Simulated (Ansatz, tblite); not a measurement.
# The cluster Si21H30: charged states by level of theory

One table from this session's results is given with a row withheld; the runs are named, their logs left out.

Method: as each input shows; program: Ansatz 0.2.0, Gaussian basis.

Plan: charge +1 doublet, at the geometry of the singlet (PBE0-D4/def2-SVP, PBE-D4/def2-SVP, r2SCAN-D4/def2-SVP, HF/def2-SVP, ωB97X-V/def2-SVP, r2SCAN0-D4/def2-SVP); charge -1 doublet, at the geometry of the singlet (PBE0-D4/def2-SVP, PBE-D4/def2-SVP, r2SCAN-D4/def2-SVP, HF/def2-SVP, ωB97X-V/def2-SVP, r2SCAN0-D4/def2-SVP); charge -1 doublet, relaxed (PBE0-D4/def2-SVP, PBE-D4/def2-SVP); the starting singlet's energies come from earlier runs.

**The geometry**

The geometry is that of the singlet, from an earlier relaxation (r2SCAN-D4/def2-SVP).

51 atoms, charge 0, spin multiplicity 1.

Atoms are counted from 1 here; the program's logs count them from 0.

Bond lengths: Si1–Si13 2.345 Å, Si1–Si15 2.346 Å, Si1–H22 1.497 Å, Si1–H23 1.498 Å, Si2–Si11 2.357 Å, Si2–Si16 2.344 Å, Si2–Si17 2.351 Å, Si2–H24 1.501 Å, Si3–Si13 2.350 Å, Si3–Si16 2.345 Å, Si3–Si18 2.363 Å, Si3–H25 1.501 Å, Si4–Si6 2.409 Å, Si4–Si11 2.379 Å, Si4–Si13 2.363 Å, Si4–H26 1.505 Å, Si5–Si7 2.403 Å, Si5–Si12 2.380 Å and more. Angles: Si13–Si1–Si15 99.5°, Si13–Si1–H22 113.2°, Si13–Si1–H23 110.8°, Si15–Si1–H22 113.0°, Si15–Si1–H23 110.9°, H22–Si1–H23 109.2°, Si11–Si2–Si16 108.0°, Si11–Si2–Si17 111.7°, Si11–Si2–H24 106.0°, Si16–Si2–Si17 107.1°, Si16–Si2–H24 111.7°, Si17–Si2–H24 112.3°, Si13–Si3–Si16 109.2°, Si13–Si3–Si18 107.1°, Si13–Si3–H25 110.9°, Si16–Si3–Si18 112.2°, Si16–Si3–H25 111.5°, Si18–Si3–H25 105.7° and more.

The first run:

Input file in.yaml:

```yaml
crystal:
  periodic: [false, false, false]
  atoms:
    - {symbol: Si, position_ang: [1.342305, -4.062338, -1.599859]}
    - {symbol: Si, position_ang: [-1.803070, 1.603760, -3.458526]}
    - {symbol: Si, position_ang: [0.989158, -0.823566, -3.646837]}
    - {symbol: Si, position_ang: [-1.202863, -1.455241, -0.734880]}
    - {symbol: Si, position_ang: [-1.146262, 2.112565, 0.873166]}
    - {symbol: Si, position_ang: [0.477265, -1.455007, 0.991862]}
    - {symbol: Si, position_ang: [0.633475, 2.060642, -0.741171]}
    - {symbol: Si, position_ang: [-1.805197, -0.803134, 3.762004]}
    - {symbol: Si, position_ang: [1.015006, 1.628957, 3.773209]}
    - {symbol: Si, position_ang: [3.520059, -0.994635, -1.012362]}
    - {symbol: Si, position_ang: [-2.623957, 0.098766, -1.841373]}
    - {symbol: Si, position_ang: [-2.576205, 0.613805, 2.044822]}
    - {symbol: Si, position_ang: [-0.174227, -2.551256, -2.557665]}
    - {symbol: Si, position_ang: [-0.568713, -2.550998, 2.785019]}
    - {symbol: Si, position_ang: [2.269851, -2.683461, 0.056471]}
    - {symbol: Si, position_ang: [-0.505543, 0.389277, -4.986945]}
    - {symbol: Si, position_ang: [-0.402469, 3.230822, -2.500663]}
    - {symbol: Si, position_ang: [1.975753, 0.516480, -1.969503]}
    - {symbol: Si, position_ang: [-0.187070, 3.309879, 2.656634]}
    - {symbol: Si, position_ang: [1.821786, 0.126104, 2.149766]}
    - {symbol: Si, position_ang: [-0.417374, 0.432499, 5.196006]}
    - {symbol: H, position_ang: [2.358529, -4.573498, -2.572807]}
    - {symbol: H, position_ang: [0.620501, -5.222359, -0.985396]}
    - {symbol: H, position_ang: [-3.010947, 2.207484, -4.113759]}
    - {symbol: H, position_ang: [2.131055, -1.372021, -4.452747]}
    - {symbol: H, position_ang: [-2.202408, -2.421789, -0.158208]}
    - {symbol: H, position_ang: [-2.152245, 3.001874, 0.193004]}
    - {symbol: H, position_ang: [1.675664, 2.946661, -0.118432]}
    - {symbol: H, position_ang: [-3.028446, -1.294740, 4.479925]}
    - {symbol: H, position_ang: [2.212105, 2.159185, 4.506467]}
    - {symbol: H, position_ang: [4.276781, -1.554789, -2.180645]}
    - {symbol: H, position_ang: [4.505469, -0.346012, -0.093895]}
    - {symbol: H, position_ang: [-3.456191, -0.896964, -2.601465]}
    - {symbol: H, position_ang: [-3.555934, 0.836235, -0.936078]}
    - {symbol: H, position_ang: [-3.439565, -0.210368, 1.146360]}
    - {symbol: H, position_ang: [-3.471489, 1.632195, 2.694233]}
    - {symbol: H, position_ang: [-1.197864, -3.176434, -3.457405]}
    - {symbol: H, position_ang: [-1.453690, -3.669427, 2.333336]}
    - {symbol: H, position_ang: [0.444099, -3.086740, 3.750499]}
    - {symbol: H, position_ang: [3.059188, -3.401374, 1.108265]}
    - {symbol: H, position_ang: [-1.345843, -0.544779, -5.802785]}
    - {symbol: H, position_ang: [0.229289, 1.311057, -5.910745]}
    - {symbol: H, position_ang: [0.594385, 3.701194, -3.515796]}
    - {symbol: H, position_ang: [-1.182165, 4.407908, -2.005214]}
    - {symbol: H, position_ang: [2.790818, 1.546189, -2.707068]}
    - {symbol: H, position_ang: [0.723088, 4.397107, 2.179497]}
    - {symbol: H, position_ang: [-1.234757, 3.903294, 3.547978]}
    - {symbol: H, position_ang: [2.693552, 0.884215, 1.199847]}
    - {symbol: H, position_ang: [2.722344, -0.840519, 2.868713]}
    - {symbol: H, position_ang: [-1.224869, 1.365987, 6.044352]}
    - {symbol: H, position_ang: [0.365540, -0.477089, 6.092094]}
basis:
  gaussian: {orbitals: def2-SVP, fitting: {mean_field: def2-universal-jkfit}}
total_charge: 1
magnetization: {spin_polarized: true, initial_magnetization: 1}
hamiltonian: {xc: pbe0, dispersion: d4}
scf: {omitted_lower_state_checks: [starts]}
output: {orbitals: {seedname: orbitals}}
```

The run is started by

```
> ansatz run in.yaml --threads 2 --pin off --events-out ev --progress --plain --max-ram 20480MiB --backend cuda --devices 0, --max-vram 18GiB
```

Steps of the session up to this table: Charge +1 doublet at the fixed geometry, PBE0-D4/def2-SVP; Charge +1 doublet at the fixed geometry, PBE-D4/def2-SVP; Charge +1 doublet at the fixed geometry, r2SCAN-D4/def2-SVP; Charge +1 doublet at the fixed geometry, HF/def2-SVP; Charge +1 doublet at the fixed geometry, ωB97X-V/def2-SVP; Charge +1 doublet at the fixed geometry, r2SCAN0-D4/def2-SVP; Charge -1 doublet at the fixed geometry, PBE0-D4/def2-SVP; Charge -1 doublet at the fixed geometry, PBE-D4/def2-SVP; Charge -1 doublet at the fixed geometry, r2SCAN-D4/def2-SVP; Charge -1 doublet at the fixed geometry, HF/def2-SVP; Charge -1 doublet at the fixed geometry, ωB97X-V/def2-SVP; Charge -1 doublet at the fixed geometry, r2SCAN0-D4/def2-SVP.

One table of the session follows, with a row left open; its other results are not shown here.

It belongs to the step «Vertical electron affinity». 

```
              level  −ε(LUMO) (eV)  by difference (eV)
    PBE-D4/def2-SVP           2.18                0.83
 r2SCAN-D4/def2-SVP           2.10                0.74
   PBE0-D4/def2-SVP              ?                   ?
r2SCAN0-D4/def2-SVP           1.49                0.61
   ωB97X-V/def2-SVP          -0.37                0.10
```

Estimate the missing values for PBE0-D4/def2-SVP.

As computed: −ε(LUMO) (eV): 1.53; by difference (eV): 0.65. In the column «−ε(LUMO) (eV)» it lies between r2SCAN0-D4/def2-SVP (1.49) and r2SCAN-D4/def2-SVP (2.10).

Caveats from the session: The anion's highest level is positive in at least one run, so there the basis alone may hold the extra electron.
